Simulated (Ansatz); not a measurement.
What does this script print? It uses Ansatz's Python interface.

Script `vcrelax_tlppt5.py`:
```python
# -*- coding: utf-8 -*-
"""Variable-cell relaxation of TlPPt5."""

from collections import Counter
import logging
import sys

import ansatz as az
from ase import Atoms
from ase.data import atomic_numbers
from ase.neighborlist import neighbor_list
import numpy as np
from pymatgen.core import Structure
import spglib

logging.basicConfig(stream=sys.stdout, format="%(levelname)s %(message)s")
logger = logging.getLogger("run")
logger.setLevel(logging.INFO)

def edges_and_angles(cell):
    cell = np.asarray(cell)
    a, b, c = np.linalg.norm(cell, axis=1)
    cosines = cell[1] @ cell[2] / (b * c), cell[0] @ cell[2] / (a * c), cell[0] @ cell[1] / (a * b)
    return (a, b, c, *np.degrees(np.arccos(cosines)))

structure = (
    az.Lattice.of((3.97568, 0.0, 0.0), (0.0, 3.97568, 0.0), (0.0, 0.0, 7.15379))
    .atom("Tl", (0.5, 0.5, 0.0))
    .atom("P", (0.0, 0.0, 0.5))
    .atom("Pt", (0.0, 0.5, 0.30298))
    .atom("Pt", (0.0, 0.5, 0.69702))
    .atom("Pt", (0.5, 0.0, 0.30298))
    .atom("Pt", (0.5, 0.0, 0.69702))
    .atom("Pt", (0.0, 0.0, 0.0))
)

# every cell quantity that the symmetry leaves free
base = (
    structure.calculation()
    .functional(az.Functional.PBESOL, dispersion="D3(BJ)")
    .pseudopotentials("paw")
    .kpoints(6, 6, 4)  # sampling of the Brillouin zone
    .occupations("fermi_dirac", width=0.05)  # the run then minimises F = E - TS
    .relax(cell=True, stress_tolerance=0.1)
)
steps = []


def follow(event):
    if event["event"] != "relax_step":
        return
    row = event["data"]
    steps.append(row)
    logger.info(f"step {row['step']:3d}  E = {row['lagrangian_ev']:.5f} eV  largest force component = {row['allowed_force_max_ev_ang']:.4f} eV/A  P = {row['pressure_gpa']:.3f} GPa")


result = base.session().plan(threads=1).execute(on_event=follow)
summary = result.report

first, last = steps[0], steps[-1]
symbols = [site.symbol for site in result.lattice.sites]
logger.info(f"energy gained {first['lagrangian_ev'] - last['lagrangian_ev']:.4f} eV in {len(steps) - 1} steps")
for label, vectors in (("before", first["cell_ang"]), ("after", result.lattice.cell_ang)):
    print(label, "a b c (A) {:.4f} {:.4f} {:.4f}  angles {:.2f} {:.2f} {:.2f}".format(*edges_and_angles(vectors)), f" V = {abs(np.linalg.det(vectors)):.3f} A^3")
print("final stress xx yy zz (GPa, compression positive):", np.round(np.diag(summary["stress_gpa"]), 3) + 0.0)

fractions = [site.position_frac for site in result.lattice.sites]
numbers = [atomic_numbers[s] for s in symbols]
for tolerance in (1e-3, 1e-2, 1e-1):
    print(f"space group at {tolerance} A:", spglib.get_spacegroup((result.lattice.cell_ang, fractions, numbers), symprec=tolerance))

final = Atoms(symbols, positions=last["positions_ang"], cell=result.lattice.cell_ang, pbc=True)
i, j, d = neighbor_list("ijd", final, 4.5)
logger.info("neighbours within 1.1 times the shortest distance of each atom (A)")
for atom in range(len(final)):
    near = [m for m in np.argsort(d) if i[m] == atom]
    shell = [m for m in near if d[m] < 1.1 * d[near[0]]]
    print(f"{symbols[atom]}{atom} ({len(shell)}):", ", ".join(f"{symbols[j[m]]} {d[m]:.3f}" for m in shell))

energy = summary["free_energy_ev"]
logger.info("F of the TlPPt5 cell: {:.6f} eV = {:.6f} Ry = {:.6f} Ha".format(energy, energy / 13.605693, energy / 27.211386))
logger.info("Fermi level {:.4f} eV, {} k-points, {} symmetry operations".format(summary["fermi_energy_ev"], summary["n_kpoints"], summary["n_symmetry_ops"]))

final = Structure(result.lattice.cell_ang, [s.symbol for s in result.lattice.sites], [s.position_frac for s in result.lattice.sites])
print(final)

told = Counter((n["data"]["severity"], n["data"]["kind"]) for n in result.notices if n["event"] == "notice")
for (severity, kind), count in sorted(told.items()):
    logger.info(f"{severity:8s} {kind} x{count}")
```

```console
$ python vcrelax_tlppt5.py
DeckWarning: basis.ecutwfc = 420 eV, auto-derived from the records' recommended cutoffs: set by Tl (normal level)
INFO step   1  E = -73961.18259 eV  largest force component = 0.0175 eV/A  P = -10.467 GPa
INFO step   2  E = -73960.80820 eV  largest force component = 1.1102 eV/A  P = 20.963 GPa
INFO step   3  E = -73961.35861 eV  largest force component = 0.0943 eV/A  P = -2.453 GPa
INFO step   4  E = -73961.36795 eV  largest force component = 0.0449 eV/A  P = 0.189 GPa
INFO step   5  E = -73961.36823 eV  largest force component = 0.0015 eV/A  P = -0.005 GPa
INFO step   6  E = -73961.36589 eV  largest force component = 0.0015 eV/A  P = 0.004 GPa
INFO energy gained 0.1833 eV in 5 steps
before a b c (A) 3.9757 3.9757 7.1538  angles 90.00 90.00 90.00  V = 113.073 A^3
after a b c (A) 3.9178 3.9178 7.0188  angles 90.00 90.00 90.00  V = 107.734 A^3
final stress xx yy zz (GPa, compression positive): [-0.008 -0.008  0.028]
space group at 0.001 A: P4/mmm (123)
space group at 0.01 A: P4/mmm (123)
space group at 0.1 A: P4/mmm (123)
INFO neighbours within 1.1 times the shortest distance of each atom (A)
Tl0 (12): Pt 2.770, Pt 2.770, Pt 2.770, Pt 2.770, Pt 2.885, Pt 2.885, Pt 2.885, Pt 2.885, Pt 2.885, Pt 2.885, Pt 2.885, Pt 2.885
P1 (8): Pt 2.403, Pt 2.403, Pt 2.403, Pt 2.403, Pt 2.403, Pt 2.403, Pt 2.403, Pt 2.403
Pt2 (2): P 2.403, P 2.403
Pt3 (2): P 2.403, P 2.403
Pt4 (2): P 2.403, P 2.403
Pt5 (2): P 2.403, P 2.403
Pt6 (12): Tl 2.770, Tl 2.770, Tl 2.770, Tl 2.770, Pt 2.885, Pt 2.885, Pt 2.885, Pt 2.885, Pt 2.885, Pt 2.885, Pt 2.885, Pt 2.885
INFO F of the TlPPt5 cell: -73961.365891 eV = -5436.060177 Ry = -2718.030088 Ha
INFO Fermi level 21.0978 eV, 30 k-points, 16 symmetry operations
Full Formula (Tl1 P1 Pt5)
Reduced Formula: TlPPt5
abc   :   3.917824   3.917824   7.018809
angles:  90.000000  90.000000  90.000000
pbc   :       True       True       True
Sites (7)
  #  SP       a     b         c
---  ----  ----  ----  --------
  0  Tl     0.5   0.5  0
  1  P      0    -0    0.5
  2  Pt    -0     0.5  0.301824
  3  Pt    -0     0.5  0.698176
  4  Pt     0.5  -0    0.301824
  5  Pt     0.5   0    0.698176
  6  Pt    -0     0    0
INFO audit    band_cg_iterations x6
INFO audit    cell_relax_basis_refresh x1
INFO audit    preconditioner_resolved x7
INFO audit    relaxation_kept_its_symmetry x1
```
(Warnings from the package without file and line.)

What to keep in mind:
- Total energies depend on the potentials; only differences at equal settings carry meaning. A total without «per atom» is that of the whole cell that was run.
- The run is spin-unpolarised.
- Dispersion corrections can be off by several per cent in the lattices of metals, and by several GPa in the pressure at a fixed cell.
- For a metal this k-point mesh is coarse: on a finer one energies can move by several to tens of meV an atom and pressures by half a GPa or more, differences at one mesh by less.
- The zero of the levels is a convention of the potentials, so an absolute Fermi energy is no work function.
- Energies along a relaxation are free energies. Rows at an unchanged volume are solved on a plane-wave basis chosen afresh for that cell, so the energy can jump there; the script counts such rows among its steps.
- Spin-orbit coupling, which matters for elements this heavy, is left out.
- This cell is a computed structure, which may not be the phase found in nature.
- Run time: 73 s on 1 thread of Arm Neoverse V1 (shared host), peak memory 0.57 GiB.
